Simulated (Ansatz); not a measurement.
**CuCH₃ (triplet): relaxing a cheap start**

Aim: relax a generated start of CuCH₃ (triplet) and see which bonds hold.

Method: UKS PBE0/def2-TZVP; program: Ansatz 0.2.0, Gaussian basis.

## Step 1: Where the work starts

5 atoms, charge 0, spin multiplicity 3.

Atoms are counted from 1 here; the program's logs count them from 0.

Bond lengths: Cu1–C2 1.983 Å, C2–H3 1.096 Å, C2–H4 1.096 Å, C2–H5 1.096 Å. Angles: Cu1–C2–H3 110.3°, Cu1–C2–H4 110.3°, Cu1–C2–H5 110.3°, H3–C2–H4 108.6°, H3–C2–H5 108.6°, H4–C2–H5 108.6°.

The start was built by rule and, where that kept it together, relaxed with GFN2-xTB. Sticks and bond lists go by distance. 

## Step 2: Relaxation

in.yaml

```yaml
crystal:
  periodic: [false, false, false]
  atoms:
    - {symbol: Cu, position_ang: [-0.394057, 0.002957, 0.002475]}
    - {symbol: C, position_ang: [1.589086, -0.011924, -0.009980]}
    - {symbol: H, position_ang: [1.961597, -1.042149, -0.007307]}
    - {symbol: H, position_ang: [1.978733, 0.503249, 0.874841]}
    - {symbol: H, position_ang: [1.967493, 0.494569, -0.904635]}
basis:
  gaussian: {orbitals: def2-TZVP}
magnetization: {spin_polarized: true, initial_magnetization: 2}
hamiltonian: {xc: pbe0}
relax: {f_tol: 0.004, max_steps: 80}
```

The run is started by

```console
ansatz run in.yaml --threads 1 --pin off --events-out ev --progress --plain --max-ram 2176MiB
```

Before running it: what results should come out? Wanted: energy gained; shift from the start; total energy; dipole moment; ⟨S²⟩.

**Answer**, as computed:

```
                  quantity           value
                     steps               6
             energy gained        0.028 eV
shift from the start (rms)         0.037 Å
              total energy  -45716.4049 eV
             dipole moment          1.28 D
                      ⟨S²⟩           2.004
```

The bonds of the start are those of the end. Cu1–C2 went from 1.983 to 1.987 Å. No vibrations were run, so this is a stationary point, not a proven minimum, and this spin need not be the ground state's.
